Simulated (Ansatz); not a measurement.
TlBi3 and its elements: a formation energy from the elements, run with Ansatz 0.2.0, Python API.

`tlbi3_tlbi3.xyz`
```text
4
Lattice="5.035145 0.0 0.0 0.0 5.035145 0.0 0.0 0.0 5.035145" Properties=species:S:1:pos:R:3 pbc="T T T"
Tl    0.00000000    0.00000000    0.00000000
Bi    0.00000000    2.51757250    2.51757250
Bi    2.51757250    0.00000000    2.51757250
Bi    2.51757250    2.51757250    0.00000000
```

The script reads `tlbi3_tl.extxyz`:
```text
2
Lattice="3.456 0.0 0.0 -1.728 2.9929838 0.0 0.0 0.0 5.525" Properties=species:S:1:pos:R:3 pbc="T T T"
Tl   -0.00000000    1.99532253    1.38125000
Tl    1.72800000    0.99766127    4.14375000
```

`tlbi3_bi.cif`
```cif
data_Bi
_cell_length_a 4.728980
_cell_length_b 4.728980
_cell_length_c 4.728980
_cell_angle_alpha 57.30423
_cell_angle_beta 57.30423
_cell_angle_gamma 57.30423
_symmetry_space_group_name_H-M 'P 1'
_symmetry_Int_Tables_number 1
loop_
_symmetry_equiv_pos_as_xyz
'x, y, z'
loop_
_atom_site_label
_atom_site_type_symbol
_atom_site_fract_x
_atom_site_fract_y
_atom_site_fract_z
Bi1 Bi    0.234000    0.234000    0.234000
Bi2 Bi    0.766000    0.766000    0.766000
```

Script `tlbi3.py`:
```python
"""Formation energy of TlBi3 from the elements, after relaxing cells and atoms."""

from collections import Counter
from dataclasses import dataclass
import warnings

import ansatz as az
from ase.io import read
import numpy as np


@dataclass
class Options:
    xc: str = "r2scan"
    cutoff: int = 620
    kspacing: float = 0.27
    smearing: str = "fermi_dirac"
    width_ev: float = 0.05


opts = Options()


def ground_state(name, crystal):
    calc = (
        crystal.calculation()
        .functional(opts.xc)
        .basis(opts.cutoff)
        .kpoints(spacing=opts.kspacing)
        .occupations(opts.smearing, width=opts.width_ev)
        .stress()
    )
    calc = calc.relax(force_tolerance=0.03, cell=True)
    return calc.run(threads=1)


def counts(outcome):
    return Counter(site.symbol for site in outcome.lattice.sites)

def formation_energy(outcome, mu):
    n = counts(outcome)
    return (outcome.report["energy_sigma0_ev"] - sum(k * mu[element] for element, k in n.items())) / sum(n.values())


def volume_per_atom(outcome):
    return abs(np.linalg.det(outcome.lattice.cell_ang)) / len(outcome.lattice.sites)


def main() -> None:
    warnings.simplefilter("ignore", az.DeckWarning)

    phases = {}
    tlbi3 = az.Crystal.from_extxyz("tlbi3_tlbi3.xyz")
    phases["TlBi3"] = tlbi3
    tl = az.Crystal.from_extxyz("tlbi3_tl.extxyz")
    phases["Tl"] = tl
    atoms = read("tlbi3_bi.cif")
    bi = az.Crystal.from_ase(atoms)
    phases["Bi"] = bi

    done = {}
    for name, crystal in phases.items():
        done[name] = ground_state(name, crystal)
        print(f"{name}: {done[name].report['energy_sigma0_ev']:.4f} eV, {len(done[name].lattice.sites)} atoms")

    # chemical potentials of the elements at zero temperature
    references = {"Tl": "Tl", "Bi": "Bi"}
    mu = {element: done[name].report["energy_sigma0_ev"] / len(done[name].lattice.sites) for element, name in references.items()}

    target = done["TlBi3"]
    heat = formation_energy(target, mu)
    for element, value in mu.items():
        print(f"mu({element}) = {value:.4f} eV from {references[element]}, {volume_per_atom(done[references[element]]):.2f} A^3/atom")
    print(f"formation energy of TlBi3: {heat:.4f} eV/atom = {96.4853 * heat:.1f} kJ/mol of atoms")


if __name__ == "__main__":
    main()
```

Is TlBi3 bound against its elements at this level, and by how much?

The formation energy is +0.154 eV an atom (+14.8 kJ per mole of atoms), so TlBi3 lies above the reference phases.

What the script printed:

```console
$ python tlbi3.py
TlBi3: -48691.1556 eV, 4 atoms
Tl: -22917.1480 eV, 2 atoms
Bi: -24822.1312 eV, 2 atoms
mu(Tl) = -11458.5740 eV from Tl, 30.25 A^3/atom
mu(Bi) = -12411.0656 eV from Bi, 36.45 A^3/atom
formation energy of TlBi3: 0.1538 eV/atom = 14.8 kJ/mol of atoms
```

What to keep in mind:
- Absolute energies stand on the zero of these potentials, so only differences at equal settings mean something.
- For the metals among these phases the mesh is modest: differences between phases can be off by up to 40 meV an atom.
- Spin-orbit coupling, which matters for elements this heavy, is left out.
- The cells come from databases of deposited and of computed structures, and not all need be stable phases.
- The compound is the structure given, not necessarily its lowest; energies are at zero temperature, with no correction for gases. A semilocal functional's error on such energies is often 0.05 to 0.1 eV an atom, and 0.1 to 0.3 eV against gases such as O2 or F2.
- Timing: 3.7 min on 1 thread of Arm Neoverse N1, on a shared host, peak memory 0.95 GiB.
